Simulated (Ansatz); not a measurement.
# Ca10Mg2S: the cost of one run

Program: Ansatz 0.2.0. Level of theory: DFT PBE, plane waves, PAW, scalar-relativistic, no spin polarisation. These are calculated values, not measurements.

### Step 1. The starting structure

The cell holds 13 atoms (Ca10Mg2S): a = 6.607 Å, b = 6.210 Å, c = 22.601 Å, α = 90.00°, β = 90.00°, γ = 90.00°.

As a file:

```xyz
13
Lattice="6.6066 0.0000 0.0000 0.0000 6.2103 0.0000 0.0000 0.0000 22.6013" Properties=species:S:1:pos:R:3 pbc="T T T"
Ca    4.3666    3.1051    4.8798
Ca    1.0633    3.1051    2.8417
Ca    4.4800    3.1051    1.0000
Ca    6.6066    0.0000    4.8143
Ca    3.3033    0.0000    2.9072
Mg    0.0000    0.0000    1.0000
Ca    1.0633    3.1051   10.6013
Ca    4.3666    3.1051    8.5632
Ca    1.1767    3.1051    6.7215
Ca    3.3033    0.0000   10.5358
Ca    6.6066    0.0000    8.6287
Mg    3.3033    0.0000    6.7215
S     4.6619    3.0892   11.4313
```

### Step 2. Relaxing end A

input.yaml

```yaml
crystal:
  lattice:
    - [6.606612, 0.0, 0.0]
    - [0.0, 6.210269, 0.0]
    - [0.0, 0.0, 22.601271]
  atoms:
    - { symbol: Ca, position: [0.6609472, 0.5, 0.2159072] }
    - { symbol: Ca, position: [0.1609472, 0.5, 0.1257326] }
    - { symbol: Ca, position: [0.6781056, 0.5, 0.0442453] }
    - { symbol: Ca, position: [1.0, 0.0, 0.2130114] }
    - { symbol: Ca, position: [0.5, 0.0, 0.1286284] }
    - { symbol: Mg, position: [0.0, 0.0, 0.0442453] }
    - { symbol: Ca, position: [0.1609472, 0.5, 0.4690564] }
    - { symbol: Ca, position: [0.6609472, 0.5, 0.3788818] }
    - { symbol: Ca, position: [0.1781056, 0.5, 0.2973945] }
    - { symbol: Ca, position: [0.5, 0.0, 0.4661607] }
    - { symbol: Ca, position: [1.0, 0.0, 0.3817776] }
    - { symbol: Mg, position: [0.5, 0.0, 0.2973945] }
    - { symbol: S, position: [0.7056373, 0.4974384, 0.50578] }
basis:
  ecutwfc: 420.0
kpoints:
  mp_grid: { grid: [3, 3, 1] }
hamiltonian:
  xc: pbe
scf:
  occupations: { method: gaussian, width: 0.05 }
  lower_state_search: "off"
relax:
  f_tol: 0.03
  max_steps: 60
  adjacent_minimum: "off"
  constraints: [{ sites: [2, 5] }]
```

Command:

```console
ansatz run input.yaml --threads 4 --pin off --max-ram 10240MiB --backend cpu --events-out ev --progress --plain --runs-dir out
```

Q: Estimate wall time and peak memory on 4 threads of Intel Xeon Platinum 8488C (Sapphire Rapids), shared host.

About 65 s, with a peak of 1.7 GiB.
